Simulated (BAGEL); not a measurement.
# CuSiNH6 (Cu(NH3)(SiH3)) at HF/def2-SVP (density fitting with qzvpp-jkfit)

Aim: the energy change on altering one bond length of CuSiNH6 (Cu(NH3)(SiH3)) at HF/def2-SVP (density fitting with qzvpp-jkfit), from 2 runs. 

The calculation is run with BAGEL 1.2.2.

9 further runs of the same task are left out: 2 for a known fault of the program, 5 that didn't finish, 2 set aside as unsound or not needed.

## Step 1: Starting point

CuSiNH6 has 9 atoms, charge 0, and is taken as a singlet. As SMILES, `[NH3]->[Cu][SiH3]`. The shape comes from GFN2-xTB, which is rough for such elements, and wasn't checked as a minimum.

Bond lengths: Cu1–N2 1.998 Å, Cu1–Si6 2.295 Å, N2–H3 1.019 Å, N2–H4 1.020 Å, N2–H5 1.019 Å, Si6–H7 1.487 Å, Si6–H8 1.488 Å, Si6–H9 1.487 Å. Some angles: N2–Cu1–Si6 179.8°, Cu1–N2–H3 109.7°, Cu1–N2–H4 109.9°, Cu1–N2–H5 109.8°, Cu1–Si6–H7 118.7°, Cu1–Si6–H8 118.7°, Cu1–Si6–H9 118.4°, H3–N2–H4 109.1°, H3–N2–H5 109.1°, H4–N2–H5 109.1°.

## Step 2: A single-point energy at HF/def2-SVP (density fitting with qzvpp-jkfit)

File calc.json:

```json
{ "bagel": [

{
  "title": "molecule",
  "basis": "svp",
  "df_basis": "qzvpp-jkfit",
  "angstrom": "true",
  "geometry": [
    { "atom": "Cu", "xyz": [       0.004000,      -0.000870,       0.254350 ] },
    { "atom": "N", "xyz": [      -0.000190,      -0.015400,       2.252340 ] },
    { "atom": "H", "xyz": [      -0.944300,      -0.192590,       2.593120 ] },
    { "atom": "H", "xyz": [       0.319430,       0.885810,       2.606190 ] },
    { "atom": "H", "xyz": [       0.621400,      -0.748020,       2.593260 ] },
    { "atom": "Si", "xyz": [       0.001400,       0.015140,      -2.040590 ] },
    { "atom": "H", "xyz": [       1.256790,       0.372290,      -2.753950 ] },
    { "atom": "H", "xyz": [      -0.935020,       0.930500,      -2.747270 ] },
    { "atom": "H", "xyz": [      -0.323500,      -1.246870,      -2.757450 ] }
  ]
},

{
  "title": "hf"
},

{
  "title": "print",
  "file": "orbitals.molden",
  "orbitals": "true"
}

]}
```

On the command line:

```console
$ BAGEL_NUM_THREADS=1 BAGEL calc.json > calc.out
```

The log of the run:

```text
* using 1 threads per process

  ===============================================================
  ===============================================================

  *** Geometry ***

  { "atom" : "Cu", "xyz" : [      0.007559,     -0.001644,      0.480652 ] },
  { "atom" : "N", "xyz" : [     -0.000359,     -0.029102,      4.256306 ] },
  { "atom" : "H", "xyz" : [     -1.784468,     -0.363942,      4.900287 ] },
  { "atom" : "H", "xyz" : [      0.603635,      1.673938,      4.924985 ] },
  { "atom" : "H", "xyz" : [      1.174276,     -1.413553,      4.900551 ] },
  { "atom" : "Si", "xyz" : [      0.002646,      0.028610,     -3.856156 ] },
  { "atom" : "H", "xyz" : [      2.374989,      0.703526,     -5.204211 ] },
  { "atom" : "H", "xyz" : [     -1.766932,      1.758390,     -5.191588 ] },
  { "atom" : "H", "xyz" : [     -0.611326,     -2.356243,     -5.210825 ] },

  Number of auxiliary basis functions:      577

  Since a DF basis is specified, we compute 2- and 3-index integrals:
    o Being stored without compression. Storage requirement is 0.040 GB

  Number of basis functions:       93
  Number of electrons      :       56

    * METHOD: MOLECULE                             0.77

  *** RHF ***

  === Nuclear Repulsion ===
   226.8760680390

      * DIIS with orbital gradients will be used.

  === RHF iteration (svp) ===
      0      -1984.87448905          0.02658352           0.29
      1      -1982.80928039          0.06846467           0.25
      2      -1985.44125407          0.00370329           0.23
      3      -1985.45157294          0.00157109           0.25
      4      -1985.45358818          0.00035239           0.26
      5      -1985.45384149          0.00010015           0.24
      6      -1985.45387025          0.00003286           0.20
      7      -1985.45387441          0.00000916           0.20
      8      -1985.45387457          0.00000707           0.20
      9      -1985.45387463          0.00000135           0.21
     10      -1985.45387463          0.00000056           0.17
     11      -1985.45387463          0.00000020           0.19
     12      -1985.45387463          0.00000008           0.24
     13      -1985.45387463          0.00000003           0.19
     14      -1985.45387463          0.00000001           0.19
    * SCF iteration converged.

    * Permanent dipole moment:
           (   -0.000372,     0.027580,    -3.816778) a.u.

    * METHOD: HF                                   4.08

    * METHOD: PRINT                                0.02

  ===============================================================
```

It took 5.4 s on 1 thread of Intel Xeon at 2.50GHz (Skylake/Cascade Lake), shared host.

## Step 3: The distorted shape at the same level

File hf.json:

```json
{ "bagel": [

{
  "title": "molecule",
  "basis": "svp",
  "df_basis": "qzvpp-jkfit",
  "angstrom": true,
  "geometry": [
    { "atom": "Cu", "xyz": [   -0.623659,   -0.179435,    0.611010 ] },
    { "atom": "N", "xyz": [   -0.627849,   -0.193965,    2.609000 ] },
    { "atom": "H", "xyz": [   -1.571959,   -0.371155,    2.949780 ] },
    { "atom": "H", "xyz": [   -0.308229,    0.707245,    2.962850 ] },
    { "atom": "H", "xyz": [   -0.006259,   -0.926585,    2.949920 ] },
    { "atom": "Si", "xyz": [   -0.626259,   -0.163425,   -1.683930 ] },
    { "atom": "H", "xyz": [    1.256790,    0.372290,   -2.753950 ] },
    { "atom": "H", "xyz": [   -1.562679,    0.751935,   -2.390610 ] },
    { "atom": "H", "xyz": [   -0.951159,   -1.425435,   -2.400790 ] }
  ]
},
{
  "title": "hf"
},
{
  "title": "print",
  "file": "orbitals.molden",
  "orbitals": true
}

]}
```

On the command line:

```console
$ BAGEL_NUM_THREADS=1 BAGEL hf.json > hf.out
```

The log of the run:

```text
* using 1 threads per process

  ===============================================================
  ===============================================================

  *** Geometry ***

  { "atom" : "Cu", "xyz" : [     -1.178545,     -0.339083,      1.154642 ] },
  { "atom" : "N", "xyz" : [     -1.186463,     -0.366541,      4.930295 ] },
  { "atom" : "H", "xyz" : [     -2.970572,     -0.701381,      5.574276 ] },
  { "atom" : "H", "xyz" : [     -0.582468,      1.336499,      5.598975 ] },
  { "atom" : "H", "xyz" : [     -0.011828,     -1.750992,      5.574541 ] },
  { "atom" : "Si", "xyz" : [     -1.183458,     -0.308828,     -3.182167 ] },
  { "atom" : "H", "xyz" : [      2.374989,      0.703526,     -5.204211 ] },
  { "atom" : "H", "xyz" : [     -2.953035,      1.420951,     -4.517598 ] },
  { "atom" : "H", "xyz" : [     -1.797430,     -2.693682,     -4.536836 ] },

  Number of auxiliary basis functions:      577

  Since a DF basis is specified, we compute 2- and 3-index integrals:
    o Being stored without compression. Storage requirement is 0.040 GB

  Number of basis functions:       93
  Number of electrons      :       56

    * METHOD: MOLECULE                             0.97

  *** RHF ***

  === Nuclear Repulsion ===
   224.2880829646

      * DIIS with orbital gradients will be used.

  === RHF iteration (svp) ===
      0      -1984.80114389          0.02663027           0.23
      1      -1981.91687200          0.07944243           0.22
      2      -1985.37008836          0.00414335           0.20
      3      -1985.38382943          0.00164733           0.21
      4      -1985.38618247          0.00043871           0.21
      5      -1985.38655322          0.00012363           0.24
      6      -1985.38659645          0.00004052           0.26
      7      -1985.38660264          0.00001283           0.30
      8      -1985.38660302          0.00000966           0.28
      9      -1985.38660313          0.00000238           0.25
     10      -1985.38660315          0.00000101           0.20
     11      -1985.38660316          0.00000033           0.20
     12      -1985.38660316          0.00000012           0.20
     13      -1985.38660316          0.00000005           0.20
     14      -1985.38660316          0.00000002           0.20
     15      -1985.38660316          0.00000001           0.21
    * SCF iteration converged.

    * Permanent dipole moment:
           (    0.772615,     0.247806,    -4.324840) a.u.

    * METHOD: HF                                   4.24

    * METHOD: PRINT                                0.02

  ===============================================================
```

It took 5.7 s on 1 thread of Intel Xeon at 2.50GHz (Skylake/Cascade Lake), shared host.

## Step 4: Results

At HF/def2-SVP (density fitting with qzvpp-jkfit):

| quantity | value |
| --- | --- |
| first shape: total energy | -1985.45387 Eh |
| first shape: dipole moment | 9.70 D |
| first shape: HOMO energy | -7.90 eV |
| first shape: LUMO energy | 1.65 eV |
| first shape: HOMO–LUMO gap | 9.55 eV |
| distorted shape: total energy | -1985.38660 Eh |
| distorted shape: dipole moment | 11.18 D |
| distorted shape: HOMO energy | -7.84 eV |
| distorted shape: LUMO energy | 1.40 eV |
| distorted shape: HOMO–LUMO gap | 9.24 eV |
| energy change with the Si6–H7 bond stretched from 1.487 to 2.231 Å | 1.831 eV |

In words: One bond (distorted shape) is far stretched, which a spin-restricted single reference describes badly; a broken-symmetry solution may lie lower. With the Si6–H7 bond stretched from 1.487 to 2.231 Å the energy rises by 1.83 eV (177 kJ/mol). The first shape isn't relaxed at this level, so the change isn't measured from a minimum. A restricted reference can't describe the breaking bond well at this length.
